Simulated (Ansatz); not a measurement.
# C6H10AlFO2: basis-set convergence

One table from this session's results is given with a row withheld; the runs are named, their logs left out.

Method: one geometry, several basis sets; program: Ansatz 0.2.0, Gaussian basis.

Plan: PBE0-D4/def2-SVP; ωB97M-V/def2-SVP; PBE0-D4/def2-QZVPP; ωB97M-V/def2-QZVPP; the functionals' def2-TZVPP values are taken from earlier runs.

## The geometry

An earlier PBE0-D4 in a triple-zeta def2 set relaxation fixed the geometry.

20 atoms, charge 0, spin multiplicity 1.

Atoms are counted from 1 here; the program's logs count them from 0.

Bond lengths: C1–C2 1.490 Å, C1–H11 1.088 Å, C1–H12 1.093 Å, C1–H13 1.093 Å, C2–C3 1.395 Å, C2–O10 1.274 Å, C3–C4 1.395 Å, C3–H14 1.080 Å, C4–C5 1.490 Å, C4–O6 1.274 Å, C5–H15 1.093 Å, C5–H16 1.088 Å, C5–H17 1.093 Å, O6–Al7 1.822 Å, Al7–C8 1.939 Å, Al7–F9 1.665 Å, Al7–O10 1.822 Å, C8–H18 1.094 Å and more. Angles: C2–C1–H11 112.5°, C2–C1–H12 109.0°, C2–C1–H13 108.9°, H11–C1–H12 109.7°, H11–C1–H13 109.7°, H12–C1–H13 106.9°, C1–C2–C3 120.6°, C1–C2–O10 115.6°, C3–C2–O10 123.8°, C2–C3–C4 123.1°, C2–C3–H14 118.5°, C4–C3–H14 118.4°, C3–C4–C5 120.6°, C3–C4–O6 123.8°, C5–C4–O6 115.6°, C4–C5–H15 109.0°, C4–C5–H16 112.5°, C4–C5–H17 108.9° and more.

As a file:

```mol
C6H10AlFO2
  3D, bonds by distance, orders not assigned

 20 20  0  0  0  0  0  0  0  0999 V2000
    1.1538   -2.1219   -1.6405 C   0  0
    0.6016   -0.9676   -0.8761 C   0  0
   -0.6948   -0.5119   -1.1171 C   0  0
   -1.2763    0.5399   -0.4087 C   0  0
   -2.6801    0.9566   -0.6867 C   0  0
   -0.6776    1.1962    0.5050 O   0  0
    1.0787    1.0506    0.9687 Al  0  0
    1.3472    0.7950    2.8718 C   0  0
    1.8788    2.2876    0.1937 F   0  0
    1.3827   -0.4576   -0.0078 O   0  0
    0.4439   -2.5218   -2.3617 H   0  0
    1.4464   -2.9063   -0.9383 H   0  0
    2.0622   -1.8019   -2.1568 H   0  0
   -1.2832   -1.0105   -1.8731 H   0  0
   -3.2626    0.8819    0.2348 H   0  0
   -3.1465    0.3562   -1.4652 H   0  0
   -2.6845    2.0088   -0.9816 H   0  0
    1.0520    1.6817    3.4408 H   0  0
    2.3986    0.6029    3.1060 H   0  0
    0.7679   -0.0484    3.2594 H   0  0
  1  2  8  0
  2  3  8  0
  3  4  8  0
  4  5  8  0
  4  6  8  0
  6  7  8  0
  7  8  8  0
  7  9  8  0
  7 10  8  0
  1 11  8  0
  1 12  8  0
  1 13  8  0
  3 14  8  0
  5 15  8  0
  5 16  8  0
  5 17  8  0
  8 18  8  0
  8 19  8  0
  8 20  8  0
  2 10  8  0
M  END
```

The first run:

in.yaml reads:

```yaml
crystal:
  periodic: [false, false, false]
  atoms:
    - {symbol: C, position_ang: [1.153833, -2.121851, -1.640503]}
    - {symbol: C, position_ang: [0.601574, -0.967648, -0.876127]}
    - {symbol: C, position_ang: [-0.694792, -0.511947, -1.117084]}
    - {symbol: C, position_ang: [-1.276324, 0.539864, -0.408694]}
    - {symbol: C, position_ang: [-2.680063, 0.956615, -0.686688]}
    - {symbol: O, position_ang: [-0.677556, 1.196178, 0.505005]}
    - {symbol: Al, position_ang: [1.078744, 1.050599, 0.968706]}
    - {symbol: C, position_ang: [1.347207, 0.795018, 2.871773]}
    - {symbol: F, position_ang: [1.878829, 2.287605, 0.193656]}
    - {symbol: O, position_ang: [1.382654, -0.457635, -0.007843]}
    - {symbol: H, position_ang: [0.443907, -2.521849, -2.361702]}
    - {symbol: H, position_ang: [1.446413, -2.906317, -0.938264]}
    - {symbol: H, position_ang: [2.062212, -1.801892, -2.156793]}
    - {symbol: H, position_ang: [-1.283219, -1.010514, -1.873135]}
    - {symbol: H, position_ang: [-3.262615, 0.881915, 0.234764]}
    - {symbol: H, position_ang: [-3.146494, 0.356151, -1.465153]}
    - {symbol: H, position_ang: [-2.684507, 2.008846, -0.981611]}
    - {symbol: H, position_ang: [1.052038, 1.681738, 3.440790]}
    - {symbol: H, position_ang: [2.398589, 0.602885, 3.105972]}
    - {symbol: H, position_ang: [0.767872, -0.048361, 3.259433]}
basis:
  gaussian: {orbitals: def2-SVP}
hamiltonian: {xc: pbe0, dispersion: d4}
output: {orbitals: {seedname: orbitals}}
```

Launch:

```sh
ansatz run in.yaml --threads 4 --pin off --events-out ev --progress --plain --max-ram 46080MiB --backend cpu
```

Among the steps run: PBE0-D4 in def2-SVP; ωB97M-V in def2-SVP; PBE0-D4 in def2-QZVPP; ωB97M-V in def2-QZVPP.

One table of the session follows, with a row left open; its other results are not shown here.

It belongs to the step «Density functionals: the series». 

| functional | basis | HOMO (eV) | LUMO (eV) |
| --- | --- | --- | --- |
| PBE0-D4 | def2-SVP | -7.48 | -2.01 |
| PBE0-D4 | def2-TZVPP | -7.51 | -2.07 |
| PBE0-D4 | def2-QZVPP | ? | ? |
| ωB97M-V | def2-SVP | -9.61 | 0.12 |
| ωB97M-V | def2-TZVPP | -9.66 | 0.01 |
| ωB97M-V | def2-QZVPP | -9.68 | -0.03 |

**Question.** Estimate the row for PBE0-D4, def2-QZVPP.

The run gave: HOMO (eV): -7.53; LUMO (eV): -2.10. In the column «HOMO (eV)» it lies between ωB97M-V, def2-SVP (-9.61) and PBE0-D4, def2-TZVPP (-7.51).
